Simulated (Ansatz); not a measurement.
# ClH6InO2Si2: geometry optimisation

The task is to find a stationary geometry of ClH6InO2Si2, and look at its orbitals and charge.

Method: RKS PBE0-D4/def2-TZVP; program: Ansatz 0.2.0, Gaussian basis.

Plan: relaxation at PBE0-D4/def2-TZVP; a single point in def2-TZVPP for the fields.

2 further runs of the same task are left out: 2 set aside as unsound or not needed.

## 1. The starting structure

SMILES `[SiH3][O][In]([Cl])[O][SiH3]`, 12 atoms, charge 0, spin multiplicity 1.

Atoms are counted from 1 here; the program's logs count them from 0.

Bond lengths: Si1–O2 1.618 Å, Si1–H7 1.471 Å, Si1–H8 1.463 Å, Si1–H9 1.470 Å, O2–In3 1.961 Å, In3–Cl4 2.282 Å, In3–O5 1.958 Å, O5–Si6 1.625 Å, Si6–H10 1.472 Å, Si6–H11 1.473 Å, Si6–H12 1.468 Å. Angles: O2–Si1–H7 110.5°, O2–Si1–H8 100.3°, O2–Si1–H9 110.9°, H7–Si1–H8 113.0°, H7–Si1–H9 109.2°, H8–Si1–H9 112.8°, Si1–O2–In3 134.8°, O2–In3–Cl4 123.3°, O2–In3–O5 113.6°, Cl4–In3–O5 123.2°, In3–O5–Si6 130.1°, O5–Si6–H10 111.8°, O5–Si6–H11 110.9°, O5–Si6–H12 98.0°, H10–Si6–H11 110.3°, H10–Si6–H12 112.6°, H11–Si6–H12 112.8°.

The start is a GFN2-xTB geometry. In takes the def2 core potential; no spin-orbit term is included.

## 2. Optimising with PBE0-D4/def2-TZVP

The input, in.yaml:

```yaml
crystal:
  periodic: [false, false, false]
  atoms:
    - {symbol: Si, position_ang: [0.747950, -2.572400, -0.452400]}
    - {symbol: O, position_ang: [0.359340, -1.051470, -0.061380]}
    - {symbol: In, position_ang: [-1.323370, -0.077290, 0.192030]}
    - {symbol: Cl, position_ang: [-3.353390, -1.106620, 0.351450]}
    - {symbol: O, position_ang: [-1.095900, 1.864460, 0.295380]}
    - {symbol: Si, position_ang: [0.260470, 2.758340, 0.327470]}
    - {symbol: H, position_ang: [0.257910, -2.899510, -1.800130]}
    - {symbol: H, position_ang: [2.207590, -2.496320, -0.378730]}
    - {symbol: H, position_ang: [0.178160, -3.523960, 0.512240]}
    - {symbol: H, position_ang: [1.102940, 2.514480, -0.854990]}
    - {symbol: H, position_ang: [1.026000, 2.505550, 1.559890]}
    - {symbol: H, position_ang: [-0.367700, 4.084750, 0.309170]}
basis:
  gaussian: {orbitals: def2-TZVP}
hamiltonian: {xc: pbe0, dispersion: d4}
relax: {f_tol: 0.005, max_steps: 150}
```

The run is started by

```bash
ansatz run in.yaml --threads 2 --pin off --events-out ev --progress --plain --max-ram 32768MiB --backend cuda --devices 0, --max-vram 18GiB
```

The runs that follow: Orbitals, density and potential.

Q: Predict the results of all the runs planned. Wanted: point group; shift from the start; total energy; dispersion term; dipole moment; HOMO, LUMO.

As calculated:

| quantity | value |
| --- | --- |
| point group | C1 |
| steps | 21 |
| shift from the start (rms) | 0.225 Å |
| total energy | -37635.4293 eV |
| dispersion term | -271 meV |
| dipole moment | 0.19 D |
| HOMO, LUMO | -8.71, -2.63 eV |

The relaxed geometry lies 0.23 Å (rms) from the start; the bond that changed most is Si1–H8, from 1.463 to 1.485 Å. No vibrations were run, so it is not proven to be a minimum. The largest Mulliken charge, +1.06 e, sits on In3. The HOMO lies mostly on O2, O5 about 22 % each; H7, H10, H11 about 13 % each and the LUMO on In3 45 %; Cl4 19 %.
